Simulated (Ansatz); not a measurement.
# Rb2As: the cost of one run

Computed with Ansatz 0.2.0 (DFT PBE, scalar-relativistic, plane waves, PAW, unless a step's input says otherwise).

## (1) The system as given

The structure is tetragonal, space group P4/mmm (No. 123). The conventional cell has a = 5.121 Å, b = 5.121 Å, c = 7.242 Å, α = 90.00°, β = 90.00°, γ = 90.00°. Rb (site symmetry 4/mmm) is surrounded by 2 As at 3.62 Å. Around Rb (site symmetry 4/mmm) lie 4 As at 3.62 Å. Around As (site symmetry 4/mmm) lie 6 Rb at 3.62 Å.

Structure file:

```
CELL_PARAMETERS angstrom
5.12087 0.00000 0.00000
0.00000 5.12087 0.00000
0.00000 0.00000 7.24200
ATOMIC_POSITIONS crystal
Rb 0.00000 0.00000 0.00000
Rb 0.50000 0.50000 0.50000
As 0.00000 0.00000 0.50000
```

The cell is invented: ordered vacancies on the anion sites of rock salt (P4/mmm, No. 123). The dimensions are guesses.

## (2) Probe: one point on a coarse mesh

The input, input.yaml:

```yaml
crystal:
  lattice:
    - [5.12086731, 0.0, 0.0]
    - [0.0, 5.12086731, 0.0]
    - [0.0, 0.0, 7.242]
  atoms:
    - { symbol: Rb, position: [0.0, 0.0, 0.0] }
    - { symbol: Rb, position: [0.5, 0.5, 0.5] }
    - { symbol: As, position: [0.0, 0.0, 0.5] }
basis:
  ecutwfc: 420
kpoints:
  mp_grid: { grid: [4, 4, 4] }
hamiltonian:
  xc: pbe
scf:
  occupations: { method: gaussian, width: 0.1 }
  lower_state_search: "off"
output:
  forces: true
  stress: true
  eigenvalues: true
```

Launch:

```sh
$ ansatz run input.yaml --threads 1 --pin off --max-ram 2048MiB --backend cpu --events-out ev --progress --plain --runs-dir out
```

**Question.** How long does this run take on 1 thread of Arm Neoverse N1, shared host, and how much memory does it need?

About 7.4 s, with a peak of 0.39 GiB.
